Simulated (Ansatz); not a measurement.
# Cd (Cd, A15): the cost of one run

Method: DFT PBEsol, plane waves (420 eV) with PAW, scalar-relativistic; the PAW data stem from PBE, with regenerated cores, in Ansatz 0.2.0.

## 1. Starting point

It takes space group Pm-3n (No. 223, cubic). The conventional cell has a = 5.569 Å, b = 5.569 Å, c = 5.569 Å, α = 90.00°, β = 90.00°, γ = 90.00°. Cd (site symmetry m-3) has 12 Cd at 3.11 Å as nearest neighbours. Cd (site symmetry -4m2) has 6 Cd at 2.78 to 3.11 Å as nearest neighbours.

Coordinates:

```xyz
8
Lattice="5.5686 0.0000 0.0000 0.0000 5.5686 0.0000 0.0000 0.0000 5.5686" Properties=species:S:1:pos:R:3 pbc="T T T"
Cd    0.0000    0.0000    0.0000
Cd    2.7843    2.7843    2.7843
Cd    1.3922    0.0000    2.7843
Cd    4.1765    0.0000    2.7843
Cd    2.7843    1.3922    0.0000
Cd    2.7843    4.1765    0.0000
Cd    0.0000    2.7843    1.3922
Cd    0.0000    2.7843    4.1765
```

## 2. Geometry optimisation

input.yaml reads:

```yaml
crystal:
  lattice:
    - [5.5686472891, 0.0, 0.0]
    - [0.0, 5.5686472891, 0.0]
    - [0.0, 0.0, 5.5686472891]
  atoms:
    - { symbol: Cd, position: [0.0, 0.0, 0.0] }
    - { symbol: Cd, position: [0.5, 0.5, 0.5] }
    - { symbol: Cd, position: [0.25, 0.0, 0.5] }
    - { symbol: Cd, position: [0.75, 0.0, 0.5] }
    - { symbol: Cd, position: [0.5, 0.25, 0.0] }
    - { symbol: Cd, position: [0.5, 0.75, 0.0] }
    - { symbol: Cd, position: [0.0, 0.5, 0.25] }
    - { symbol: Cd, position: [0.0, 0.5, 0.75] }
hamiltonian:
  xc: pbesol
  pseudopotentials:
    kind: paw
    azcp:
      Cd: "pseudopotentials/Cd.paw.azcp"
basis:
  ecutwfc: 420
  fft_grid_basis: typed
kpoints:
  mp_grid: { grid: [5, 5, 5], shift: [0, 0, 0] }
magnetization:
  spin_polarized: false
scf:
  occupations: { method: fermi_dirac, width: 0.1 }
relax:
  max_steps: 60
  f_tol: 0.01
  cell: {}
```

Launch:

```
$ ansatz run input.yaml --threads 4 --pin off --max-ram 8192MiB --backend cpu --events-out ev --progress --plain --runs-dir out
```

**Question.** How long does this run take on 4 threads of Intel Xeon Platinum 8488C (Sapphire Rapids), shared host, and how much memory does it need?

About 8.3 s, with a peak of 0.8 GiB.
